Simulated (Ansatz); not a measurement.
# SrSi: the cost of one run

All numbers are computed with Ansatz 0.2.0 through its Python package. The levels of theory stand in the script.

### Step 1. The system

The structure is orthorhombic, space group Cmcm (No. 63). The conventional cell has a = 4.830 Å, b = 11.330 Å, c = 4.040 Å, α = 90.00°, β = 90.00°, γ = 90.00°. Around Sr (site symmetry m2m) lie 7 Si at 3.26 to 3.36 Å. Si (site symmetry m2m) is surrounded by 2 Si at 2.51 Å and 7 Sr at 3.26 to 3.36 Å.

No structure file is read: the coordinates are typed or built in the script.

### Step 2. The code

nc_paw_srsi.py reads:

```python
"""Two kinds of potentials on SrSi."""

import ansatz as az
import numpy as np


def count_gap(report):
    # lowest empty less highest filled band, counting bands; zero where they overlap
    return max(report.get("gap_by_band_count_ev") or 0.0, 0.0)

vectors = np.array([
    [2.415, -5.665, 0.0],
    [2.415, 5.665, 0.0],
    [0.0, 0.0, 4.04],
])
structure = (
    az.Lattice.of(vectors)
    .atom("Sr", [0.64, 0.36, 0.25])
    .atom("Sr", [0.36, 0.64, 0.75])
    .atom("Si", [0.934, 0.066, 0.25])
    .atom("Si", [0.066, 0.934, 0.75])
)

setup = (
    structure.calculation()
    .occupations("fermi_dirac", width=150 * az.meV)
    .functional("pbesol")
    .kpoints(6, center="gamma")
    .stress()
    .forces()
    .band_table()
)
variants = {
    "PAW": setup.pseudopotentials("paw"),
    "norm-conserving": setup.pseudopotentials("nc"),
}
# totals differ by the cores that each treatment holds, so compare what does not depend on them
rows = []
for label, variant in variants.items():
    report = variant.run(threads=1, backend="cpu").report
    levels = np.array(report["eigenvalues_ev"][0]) - report["fermi_energy_ev"]
    print(label, "levels at the first k-point near E_F:", np.round(levels[np.abs(levels) < 5], 3))
    rows.append((label, report["n_electrons"], np.trace(report["stress_gpa"]) / 3, float(np.abs(report["forces_ev_ang"]).max()), count_gap(report)))
for row in rows:
    print("; ".join(f"{name} = {round(v, 4) if isinstance(v, float) else v}" for name, v in zip(["treatment", "electrons in bands", "P GPa", "max force component eV/A", "gap by band count eV"], row)))
```

### Step 3. What the engine is handed

The package turns the script's settings into the engine's input (first run):

```yaml
crystal:
  lattice:
    - [2.415, -5.665, 0.0]
    - [2.415, 5.665, 0.0]
    - [0.0, 0.0, 4.04]
  atoms:
    - { symbol: Sr, position: [0.64, 0.36, 0.25] }
    - { symbol: Sr, position: [0.36, 0.64, 0.75] }
    - { symbol: Si, position: [0.934, 0.066, 0.25] }
    - { symbol: Si, position: [0.066, 0.934, 0.75] }
kpoints:
  mp_grid:
    grid: [6, 6, 6]
    shift: [0.0, 0.0, 0.0]
hamiltonian:
  xc: pbesol
  pseudopotentials:
    kind: paw
scf:
  occupations:
    method: fermi_dirac
    width: 0.15
output:
  forces: true
  stress: true
  eigenvalues: true
```

### Step 4. Launch

On the command line:

```console
> python nc_paw_srsi.py
```

What time and memory should one allow on 1 thread of Arm Neoverse V2, shared host?

About 21 s, with a peak of 0.66 GiB.
